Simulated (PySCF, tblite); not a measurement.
# C₅H₁₀OSi₃: geometry, infrared bands and NMR shifts

What infrared bands and NMR shifts should C₅H₁₀OSi₃ (`C#C[Si@@H](C)[Si@@H](C#C)O[SiH3]`) show?

Programs: tblite 0.8.0 and PySCF 2.14.0, with density-fitted response routines of our own. Each step states its level of theory. These are calculated values for one molecule in the gas phase, unless marked as measured. Atoms count from 0, in the outputs and in this text.

### Step 1. Starting geometry

19 atoms, charge 0, multiplicity 1; geometry from: force field or distance geometry start.

Bonds of the start (Å): C0–C1 1.22, C1–Si2 1.82, Si2–C3 1.90, Si2–Si4 2.21, Si4–C5 1.82, C5–C6 1.20, Si4–O7 1.71, O7–Si8 1.74, C0–H9 1.07, Si2–H10 1.45, C3–H11 1.09, C3–H12 1.10, C3–H13 1.09, Si4–H14 1.48, C6–H15 1.07, Si8–H16 1.47, Si8–H17 1.46, Si8–H18 1.47.

### Step 2. Geometry optimisation with GFN2-xTB

Job settings and geometry (Å):

```
{"job": {"kind": "relax", "xc": "GFN2-xTB", "basis": "xTB"}, "charge": 0, "multiplicity": 1}
C     -1.980200     2.335400     1.886600
C     -1.793400     1.308600     1.248500
Si    -1.503700    -0.239700     0.333400
C     -2.565000    -0.123900    -1.238500
Si     0.605300    -0.401800    -0.313000
C      1.307800     1.270400    -0.396700
C      1.785500     2.367500    -0.463300
O      1.500300    -1.281900     0.851900
Si     2.767700    -2.124300     0.014700
H     -2.175600     3.238200     2.421800
H     -1.914700    -1.389800     1.116600
H     -1.899900     0.091900    -2.073300
H     -3.228600     0.738300    -1.082900
H     -3.141200    -1.034800    -1.400600
H      0.628300    -1.044400    -1.643600
H      2.220300     3.342500    -0.512200
H      2.375800    -2.401300    -1.379900
H      3.053400    -3.390200     0.692600
H      3.948200    -1.251600    -0.054500
```

Run with:

```sh
OMP_NUM_THREADS=1 python probes_run.py task.json out
```

One launch serves the whole session: the jobs run in the order shown.

**Question.** This job is followed by: GFN2-xTB harmonic vibrations, gas phase; GIAO PBE0/pcSseg-1 NMR shielding, non-relativistic, gas phase. Predict these results of the whole session: strongest single infrared mode (GFN2-xTB); zero-point energy (GFN2-xTB); 13C shifts against TMS (PBE0/pcSseg-1); 1H shifts against TMS (PBE0/pcSseg-1, means over atoms taken as alike); 29Si shifts against TMS (PBE0/pcSseg-1); 17O shifts against H2O (PBE0/pcSseg-1); surface potential, 1st and 99th percentile.

**Answer**, as computed:

| quantity | value |
| --- | --- |
| strongest single infrared mode (GFN2-xTB) | 1086 cm⁻¹, 726 km/mol |
| zero-point energy (GFN2-xTB) | 74.6 kcal/mol |
| 13C shifts against TMS (PBE0/pcSseg-1) | 106.0, 105.7, 89.4, 88.0, -3.6 ppm |
| 1H shifts against TMS (PBE0/pcSseg-1, means over atoms taken as alike) | 5.53, 5.14, 4.67, 2.31, 2.03, 0.33 ppm |
| 29Si shifts against TMS (PBE0/pcSseg-1) | -38.3, -45.0, -69.4 ppm |
| 17O shifts against H2O (PBE0/pcSseg-1) | 11.7 ppm |
| surface potential, 1st and 99th percentile | -1.02 V and 1.52 V |

In words: Relaxing lowered the energy by 1.038 eV in 136 steps; the close pair that moved most is O7–Si8, from 1.737 to 1.614 Å. The lowest mode is imaginary (20i cm⁻¹), so the xTB geometry is not a minimum. The strongest single mode, at 1086 cm⁻¹, moves mainly O7. Unscaled tight-binding wavenumbers are off by several per cent, some by more. Its intensities can rank the bands wrongly. At PBE0/pcSseg-1, counted by nearest atom on the grid, the HOMO lies on C0 16 %; Si2, Si4 about 13 % each, the LUMO on Si4 20 %; C5, C6 about 11 % each.
